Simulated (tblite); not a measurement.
# C4H9AlS2: the cost of one run

The runs use tblite 0.8.0 and PySCF 2.14.0, with density-fitted response routines of our own; the level of theory stands in each step. All values are computed, except where a source is named. Atoms are numbered from 0 throughout.

### Step 1. Starting geometry

16 atoms, charge 0, multiplicity 1; geometry from: force field or distance geometry start.

Bonds of the start (Å): C0–C1 1.52, C1–C2 1.56, C2–C3 1.53, C3–S4 1.84, S4–Al5 2.24, Al5–S6 2.22, S6–C2 1.84, C0–H7 1.11, C0–H8 1.11, C0–H9 1.12, C1–H10 1.11, C1–H11 1.12, C2–H12 1.12, C3–H13 1.11, C3–H14 1.12, Al5–H15 1.61.

### Step 2. Optimising the geometry with GFN2-xTB

What the job is given:

```
{"job": {"kind": "relax", "xc": "GFN2-xTB", "basis": "xTB"}, "charge": 0, "multiplicity": 1}
C     -1.838800     1.298900    -0.358500
C     -1.256200    -0.100400    -0.304200
C      0.230100    -0.101900     0.162100
C      0.696100    -1.536600     0.430800
S      2.336500    -1.628600     1.264100
Al     3.053800     0.101400     0.043300
S      1.266300     0.687900    -1.140700
H     -1.323300     1.920900    -1.118900
H     -2.916300     1.232800    -0.631100
H     -1.770200     1.800000     0.635600
H     -1.341700    -0.588800    -1.294400
H     -1.863300    -0.700400     0.425500
H      0.286400     0.491000     1.112000
H      0.743600    -2.118400    -0.514500
H     -0.029300    -2.047100     1.111600
H      3.718900     1.298400     0.883800
```

The run is started by

```bash
OMP_NUM_THREADS=1 python probes_run.py task.json out
```

The driver reads the jobs from task.json and runs them one after another.

**Question.** How long does this first job take on 1 thread of Arm Neoverse N1, shared host?

About 1.3 s.
